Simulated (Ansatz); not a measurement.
**C₃H₉ClSi: basis-set convergence**

One table from this session's results is given with a row withheld; the runs are named, their logs left out.

Method: one geometry, several basis sets; program: Ansatz 0.2.0, Gaussian basis.

Plan: PBE0-D4/def2-SVP; ωB97M-V/def2-SVP; PBE0-D4/def2-QZVPP; ωB97M-V/def2-QZVPP; the functionals' def2-TZVPP values are taken from earlier runs.

## The relaxed structure

An earlier PBE0-D4 in a triple-zeta def2 set relaxation fixed the geometry.

SMILES `CC(C)[SiH2]Cl`, 14 atoms, charge 0, spin multiplicity 1.

Atoms are counted from 1 here; the program's logs count them from 0.

Bond lengths: C1–C2 1.526 Å, C1–H6 1.093 Å, C1–H7 1.093 Å, C1–H8 1.094 Å, C2–C3 1.526 Å, C2–Si4 1.872 Å, C2–H9 1.100 Å, C3–H10 1.093 Å, C3–H11 1.093 Å, C3–H12 1.094 Å, Si4–Cl5 2.065 Å, Si4–H13 1.485 Å, Si4–H14 1.485 Å. Angles: C2–C1–H6 112.1°, C2–C1–H7 111.0°, C2–C1–H8 110.6°, H6–C1–H7 107.7°, H6–C1–H8 107.8°, H7–C1–H8 107.5°, C1–C2–C3 111.7°, C1–C2–Si4 111.7°, C1–C2–H9 108.6°, C3–C2–Si4 111.7°, C3–C2–H9 108.6°, Si4–C2–H9 104.1°, C2–C3–H10 111.0°, C2–C3–H11 112.1°, C2–C3–H12 110.6°, H10–C3–H11 107.7°, H10–C3–H12 107.5°, H11–C3–H12 107.8° and more.

The first run:

in.yaml reads:

```yaml
crystal:
  periodic: [false, false, false]
  atoms:
    - {symbol: C, position_ang: [0.083721, 0.997681, -1.145274]}
    - {symbol: C, position_ang: [-0.452123, 0.169162, 0.019042]}
    - {symbol: C, position_ang: [-0.748499, -1.268388, -0.399098]}
    - {symbol: Si, position_ang: [0.689631, 0.237738, 1.500771]}
    - {symbol: Cl, position_ang: [2.516681, -0.590452, 1.010822]}
    - {symbol: H, position_ang: [0.252507, 2.040428, -0.865018]}
    - {symbol: H, position_ang: [1.032276, 0.593436, -1.508959]}
    - {symbol: H, position_ang: [-0.620870, 0.986836, -1.982337]}
    - {symbol: H, position_ang: [-1.384977, 0.629591, 0.377079]}
    - {symbol: H, position_ang: [0.162166, -1.775414, -0.729351]}
    - {symbol: H, position_ang: [-1.177528, -1.854327, 0.417575]}
    - {symbol: H, position_ang: [-1.456955, -1.288917, -1.232713]}
    - {symbol: H, position_ang: [0.944158, 1.637452, 1.925591]}
    - {symbol: H, position_ang: [0.147112, -0.543927, 2.640571]}
basis:
  gaussian: {orbitals: def2-SVP}
hamiltonian: {xc: pbe0, dispersion: d4}
output: {orbitals: {seedname: orbitals}}
```

Steps of the session up to this table: PBE0-D4 in def2-SVP; ωB97M-V in def2-SVP; PBE0-D4 in def2-QZVPP; ωB97M-V in def2-QZVPP.

One table of the session follows, with a row left open; its other results are not shown here.

It belongs to the step «Density functionals: the series». 

| functional | basis | HOMO (eV) | LUMO (eV) |
| --- | --- | --- | --- |
| PBE0-D4 | def2-SVP | -8.15 | 0.82 |
| PBE0-D4 | def2-TZVPP | -8.19 | 0.38 |
| PBE0-D4 | def2-QZVPP | ? | ? |
| ωB97M-V | def2-SVP | -10.32 | 2.78 |
| ωB97M-V | def2-TZVPP | -10.40 | 2.10 |
| ωB97M-V | def2-QZVPP | -10.41 | 1.57 |

Estimate the missing values for PBE0-D4, def2-QZVPP.

As computed: HOMO (eV): -8.21; LUMO (eV): 0.15. In the column «HOMO (eV)» it lies between ωB97M-V, def2-SVP (-10.32) and PBE0-D4, def2-TZVPP (-8.19).
